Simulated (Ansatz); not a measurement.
# WC: the cost of one run

Program: Ansatz 0.2.0. Level of theory: DFT LDA, scalar-relativistic, plane waves, PAW. These are calculated values, not measurements.

### 1 The structure to begin with

The structure is hexagonal, space group P-6m2 (No. 187). Conventional cell: a = 2.901 Å, b = 2.901 Å, c = 2.829 Å, α = 90.00°, β = 90.00°, γ = 120.00°. Around W (site symmetry -6m2) lie 6 C at 2.19 Å. C (site symmetry -6m2) has 6 W at 2.19 Å as nearest neighbours.

Structure file:

```xyz
2
Lattice="2.9005 0.0000 0.0000 -1.4503 2.5119 0.0000 0.0000 0.0000 2.8290" Properties=species:S:1:pos:R:3 pbc="T T T"
W     0.0000    0.0000    0.0000
C     1.4503    0.8373    1.4145
```

The structure comes from the Crystallography Open Database.

### 2 Probe: one point at the start

File input.yaml:

```yaml
crystal:
  lattice:
    - [2.900501436, 0.0, 0.0]
    - [-1.450250718, 2.5119079273, 0.0]
    - [0.0, 0.0, 2.829]
  atoms:
    - { symbol: W, position: [0.0, 0.0, 0.0] }
    - { symbol: C, position: [0.6666666667, 0.3333333333, 0.5] }
basis:
  ecutwfc: 420
kpoints:
  mp_grid: { grid: [9, 9, 6] }
hamiltonian:
  xc: lda
scf:
  occupations: { method: gaussian, width: 0.1 }
output:
  forces: true
  stress: true
  eigenvalues: true
```

Q: Estimate wall time and peak memory on 1 thread of an x86-64 CPU, shared host.

About 1.5 s, with a peak of 0.34 GiB.
